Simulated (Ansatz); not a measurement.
# C₂H₄BI: how energies converge with the basis set

An exercise on one series of results from a longer session: the logs are not shown, and one member is left open.

Computed with Ansatz 0.2.0, Gaussian basis. Level: one geometry, several basis sets.

Levels to be run: PBE0-D4/def2-SVP; ωB97M-V/def2-SVP; PBE0-D4/def2-QZVPP; ωB97M-V/def2-QZVPP; the functionals' def2-TZVPP values are taken from earlier runs.

## The geometry

An earlier PBE0-D4 in a triple-zeta def2 set relaxation fixed the geometry. I takes the def2 core potential; no spin-orbit term is included.

SMILES `C=CBI`, 8 atoms, charge 0, spin multiplicity 1.

Atoms are counted from 1 here; the program's logs count them from 0.

Bond lengths: C1–C2 1.339 Å, C1–H5 1.086 Å, C1–H6 1.086 Å, C2–B3 1.526 Å, C2–H7 1.087 Å, B3–I4 2.121 Å, B3–H8 1.191 Å. Angles: C2–C1–H5 120.9°, C2–C1–H6 122.6°, H5–C1–H6 116.5°, C1–C2–B3 119.6°, C1–C2–H7 118.8°, B3–C2–H7 121.6°, C2–B3–I4 121.0°, C2–B3–H8 122.7°, I4–B3–H8 116.3°.

Geometry (Å):

```xyz
8
C2H4BI
C     0.8340    1.0259    0.2342
C    -0.2764    0.4018   -0.1780
B    -0.3797   -1.1159   -0.0526
I    -2.1180   -2.1503   -0.6903
H     1.6638    0.4675    0.6572
H     0.9588    2.1031    0.1677
H    -1.0856    0.9955   -0.5958
H     0.4952   -1.7849    0.4017
```

Set-up of the first run:

File in.yaml:

```yaml
crystal:
  periodic: [false, false, false]
  atoms:
    - {symbol: C, position_ang: [0.833982, 1.025900, 0.234223]}
    - {symbol: C, position_ang: [-0.276385, 0.401761, -0.177967]}
    - {symbol: B, position_ang: [-0.379662, -1.115889, -0.052596]}
    - {symbol: I, position_ang: [-2.117978, -2.150255, -0.690288]}
    - {symbol: H, position_ang: [1.663842, 0.467484, 0.657163]}
    - {symbol: H, position_ang: [0.958828, 2.103133, 0.167696]}
    - {symbol: H, position_ang: [-1.085645, 0.995547, -0.595835]}
    - {symbol: H, position_ang: [0.495218, -1.784882, 0.401706]}
basis:
  gaussian: {orbitals: def2-SVP}
hamiltonian: {xc: pbe0, dispersion: d4}
output: {orbitals: {seedname: orbitals}}
```

Run with:

```console
> ansatz run in.yaml --threads 2 --pin off --events-out ev --progress --plain --max-ram 4352MiB
```

Among the steps run: PBE0-D4 in def2-SVP; ωB97M-V in def2-SVP; PBE0-D4 in def2-QZVPP; ωB97M-V in def2-QZVPP.

One of the session's tables, all rows but one given; the rest of the session is left out.

It belongs to the step «Density functionals: the series». 

| functional | basis | HOMO (eV) | LUMO (eV) |
| --- | --- | --- | --- |
| PBE0-D4 | def2-SVP | -7.28 | -2.29 |
| PBE0-D4 | def2-TZVPP | -7.37 | -2.35 |
| PBE0-D4 | def2-QZVPP | -7.38 | -2.37 |
| ωB97M-V | def2-SVP | ? | ? |
| ωB97M-V | def2-TZVPP | -9.51 | -0.36 |
| ωB97M-V | def2-QZVPP | -9.52 | -0.38 |

**Question.** Estimate the row for ωB97M-V, def2-SVP.

As computed: HOMO (eV): -9.39; LUMO (eV): -0.25. In the column «HOMO (eV)» it lies between ωB97M-V, def2-TZVPP (-9.51) and PBE0-D4, def2-QZVPP (-7.38).
